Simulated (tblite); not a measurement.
# C2H13NOSi4: the cost of one run

Computed with tblite 0.8.0 and PySCF 2.14.0, with density-fitted response routines of our own, on a single molecule in the gas phase. Atoms count from 0, in the outputs and in this text.

## Step 1: The molecule as given

21 atoms, charge 0, multiplicity 1; geometry from: force field or distance geometry start.

Bonds of the start (Å): O0–C1 1.22, C1–C2 1.52, C2–Si3 1.83, C2–Si4 1.88, C2–Si5 1.83, Si5–N6 1.79, N6–Si7 1.79, C1–H8 1.11, Si3–H9 1.49, Si3–H10 1.47, Si3–H11 1.49, Si4–H12 1.46, Si4–H13 1.45, Si4–H14 1.47, Si5–H15 1.45, Si5–H16 1.49, N6–H17 1.05, Si7–H18 1.46, Si7–H19 1.49, Si7–H20 1.46.

## Step 2: Relaxing the molecule with GFN2-xTB

What the job is given:

```
{"job": {"kind": "relax", "xc": "GFN2-xTB", "basis": "xTB"}, "charge": 0, "multiplicity": 1}
O     -2.446200     0.213700    -2.175000
C     -1.807500    -0.595900    -1.523500
C     -1.080000    -0.130600    -0.274300
Si    -1.762800    -1.072400     1.140000
Si    -1.576000     1.662100    -0.036400
Si     0.716100    -0.318200    -0.574300
N      1.740600     0.205400     0.795000
Si     3.466800     0.239100     0.329900
H     -1.744600    -1.657000    -1.829800
H     -1.997900    -0.226200     2.348700
H     -0.936100    -2.229200     1.514000
H     -3.107500    -1.594200     0.776700
H     -0.977800     2.415100    -1.135500
H     -1.184900     2.155800     1.275200
H     -3.034500     1.771600    -0.191000
H      0.985400    -1.678000    -1.003100
H      1.070900     0.601900    -1.689600
H      1.670700    -0.429700     1.625400
H      3.773300    -0.686100    -0.763400
H      4.308600    -0.201200     1.471900
H      3.914600     1.570900    -0.081200
```

The run is started by

```sh
> OMP_NUM_THREADS=1 python probes_run.py task.json out
```

This one command runs all jobs of the session in turn.

**Question.** How long does this first job take on 1 thread of Intel Xeon at 2.50GHz, shared host, and how much memory does it need?

About 7.3 s, with a peak of 0.18 GiB.
